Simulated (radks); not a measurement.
# The Coulomb parameter U of the 5d shell of W²⁺

Aim: U as the second difference [E(n + 0.25) + E(n − 0.25) − 2E(n)]/0.25², with all orbitals relaxed. Bare: the atom's charge changes with n. Screened: the 6s shell takes up the change. The start is a model configuration, not necessarily the ground state.

Program: radks (a radial shooting solver on a logarithmic mesh, Libxc functionals) version 1. Level of theory: Dirac Kohn-Sham, PBE, spin-unpolarised, spherical densities, finite nucleus; open shells are shared between the two j in proportion to 2j + 1. These are calculated values, not measurements, unless marked.

## Step 1: What is computed

| Quantity | Value |
| --- | --- |
| element | tungsten (Z = 74) |
| charge | +2 |
| electrons | 72 |
| configuration | [Xe] 4f14 5d3 6s1 |
| nuclear rms radius | 5.3658 fm |

The outer shells:

W²⁺
```
[Xe] core
4f [↑↓][↑↓][↑↓][↑↓][↑↓][↑↓][↑↓]
5d [↑ ][↑ ][↑ ][  ][  ]
6s [↑ ]
```

## Step 2: Start: [Xe] 4f14 5d3 6s1

Input:

```text
Z 74
configuration [Xe] 4f14 5d3 6s1
relativity Dirac
functional pbe,pbe
spin unpolarised
j_filling average
nucleus finite rms 5.3658 fm
c 137.035999084
```

## Step 3: Bare +0.25: [Xe] 4f14 5d3.25 6s1

Input: that of step 2 with these lines changed.

```diff
@@ -1,3 +1,3 @@
 Z 74
-configuration [Xe] 4f14 5d3 6s1
+configuration [Xe] 4f14 5d3.25 6s1
 relativity Dirac
```

## Step 4: Bare -0.25: [Xe] 4f14 5d2.75 6s1

Input: that of step 3 with these lines changed.

```diff
@@ -1,3 +1,3 @@
 Z 74
-configuration [Xe] 4f14 5d3.25 6s1
+configuration [Xe] 4f14 5d2.75 6s1
 relativity Dirac
```

## Step 5: Screened +0.25: [Xe] 4f14 5d3.25 6s0.75

Input: that of step 4 with these lines changed.

```diff
@@ -1,3 +1,3 @@
 Z 74
-configuration [Xe] 4f14 5d2.75 6s1
+configuration [Xe] 4f14 5d3.25 6s0.75
 relativity Dirac
```

## Step 6: Screened -0.25: [Xe] 4f14 5d2.75 6s1.25

Input: that of step 5 with these lines changed.

```diff
@@ -1,3 +1,3 @@
 Z 74
-configuration [Xe] 4f14 5d3.25 6s0.75
+configuration [Xe] 4f14 5d2.75 6s1.25
 relativity Dirac
```

Before running it: what results should come out?

**Answer**, as computed:

```tsv
quantity	value (eV)
U, bare	10.930
U, screened by 6s	0.898
```

What this shows: Letting 6s compensate leaves 8 % of the bare value; this second difference measures U(5d,5d) + U(6s,6s) − 2U(5d,6s). A solid screens further than the bare atom, so the bare value is an upper guide for the U of a crystal.
